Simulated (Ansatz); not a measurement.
What does this script print? It uses the Python package of Ansatz (0.2.0).

Input file `albrh5n.xyz`:
```text
8

N    -1.03180    0.22260    0.05830
Al    0.79020   -0.32380   -0.11720
Br    2.20790    1.37070    0.74900
H    -1.25920    0.38200    1.06510
H    -1.66290   -0.51810   -0.32090
H    -1.18920    1.10890   -0.47130
H     1.01880   -1.67850    0.69670
H     1.12610   -0.56370   -1.65980
```

`run_disp.py`:
```python
# -*- coding: utf-8 -*-
'''Size of D3 and D4 in AlBrH5N.'''

from dataclasses import dataclass
import warnings

import ansatz as az


@dataclass(frozen=True)
class RunConfig:
    basis: str = 'def2-SVP'


settings = RunConfig()


def main():
    warnings.simplefilter('ignore', az.DeckWarning)

    geometry = az.Crystal.molecule_from_extxyz('albrh5n.xyz')

    job = geometry.calculation().basis(gaussian=settings.basis)
    for name in ['pbe0', 'revpbe']:
        for correction in ('d3bj', 'd4'):
            summary = job.functional(name, dispersion=correction).run(threads=1, backend='cpu').report
            print(f'{name:8s} {correction:5s} total {summary["free_energy_ev"]:.5f} eV, of which dispersion {1000 * summary["dispersion"]["energy"]["ev"]:.2f} meV')


if __name__ == '__main__':
    main()
```

```console
$ python run_disp.py
pbe0     d3bj  total -78192.42461 eV, of which dispersion -134.08 meV
pbe0     d4    total -78192.40798 eV, of which dispersion -117.44 meV
revpbe   d3bj  total -78197.58304 eV, of which dispersion -353.51 meV
revpbe   d4    total -78197.60311 eV, of which dispersion -373.58 meV
```

Notes:
- Total energies depend on the basis set; only differences at equal settings carry meaning.
- The geometry is a force-field or estimated start, not a minimum of this method, and the basis set is short of its limit. D4 holds the three-body term, and d3bj doesn't.
- It ran for 10 s on 1 thread of Arm Neoverse V1, with other jobs on the host, peak memory 0.23 GiB.

(A comment or docstring line of the script was reworded after the run, the code is as it ran; lines on the test bed's own set-up are left out of the output.)
